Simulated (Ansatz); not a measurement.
# HfNH₃+ (sextet): wave-function methods side by side, def2-SVP

One table from this session's results is given with a row withheld; the runs are named, their logs left out.

Program: Ansatz 0.2.0, Gaussian basis. Level of theory: def2-SVP, core rule «outside noble gas», up to 5 orbitals frozen. These are calculated values, not measurements.

Plan: UHF; CCSD(T) on ROHF; CCSD(T) on UHF; CISD; CCSDT(Q) on ROHF; CCSDT(Q) on UHF; CASSCF and NEVPT2, 11 electrons in 11 orbitals.

13 further runs of the same task are left out: 3 that didn't finish, 10 set aside as unsound or not needed.

## The system

The geometry is a PBE0/def2-TZVP stationary point (not a proven minimum) of the parent state, kept for this charge and spin. No spin-orbit coupling is included. Elements past krypton take def2 core potentials.

5 atoms, charge 1, spin multiplicity 6.

Atoms are counted from 1 here; the program's logs count them from 0.

Bond lengths: Hf1–N2 2.287 Å, N2–H3 1.022 Å, N2–H4 1.022 Å, N2–H5 1.022 Å. Angles: Hf1–N2–H3 112.8°, Hf1–N2–H4 112.8°, Hf1–N2–H5 112.8°, H3–N2–H4 105.9°, H3–N2–H5 105.9°, H4–N2–H5 105.9°.

Set-up of the first run:

File in.yaml:

```yaml
crystal:
  periodic: [false, false, false]
  atoms:
    - {symbol: Hf, position_ang: [-0.205366, 0.001455, 0.001185]}
    - {symbol: N, position_ang: [2.081933, -0.014754, -0.012017]}
    - {symbol: H, position_ang: [2.471954, -0.958912, -0.010016]}
    - {symbol: H, position_ang: [2.486655, 0.456791, 0.798786]}
    - {symbol: H, position_ang: [2.477192, 0.449427, -0.831689]}
basis:
  gaussian: {orbitals: def2-SVP}
total_charge: 1
magnetization: {spin_polarized: true, initial_magnetization: 5}
hamiltonian: {xc: hf}
output: {orbitals: {seedname: orbitals}}
```

On the command line:

```sh
> ansatz run in.yaml --threads 1 --pin off --events-out ev --progress --plain --max-ram 2393MiB
```

Among the steps run: UHF; CCSD(T) on ROHF; CCSD(T) on UHF; CISD; CCSDT(Q) on ROHF; CCSDT(Q) on UHF; CASSCF and NEVPT2, 11 electrons in 11 orbitals.

One of the session's tables, all rows but one given; the rest of the session is left out.

| method | from RCCSDT(Q) (meV) |
| --- | --- |
| ROHF | +5646.3 |
| UHF | +5450.4 |
| RMP2 | +823.4 |
| UMP2 | +723.5 |
| RCCSD | +123.3 |
| UCCSD | +21.6 |
| RCCSD(T) | +21.1 |
| UCCSD(T) | -79.3 |
| RCCSDT | +5.8 |
| UCCSDT | ? |
| RCCSDT(Q) | 0 |
| UCCSDT(Q) | -100.4 |
| CASSCF frontier | +3664.0 |
| NEVPT2 frontier | +921.9 |

Estimate the missing values for UCCSDT.

The run gave: from RCCSDT(Q) (meV): -94.6. In the column «from RCCSDT(Q) (meV)» it lies between UCCSDT(Q) (-100.4) and UCCSD(T) (-79.3).

Not comparable, so not listed: CISD (they don't share determinant, frozen orbitals or solution with the rows shown, or repeat one).

Limits of these values: Restricted and unrestricted rows rest on different reference determinants; where their highest levels disagree by more than a few hundredths of an eV, they describe different states and don't form one ladder.
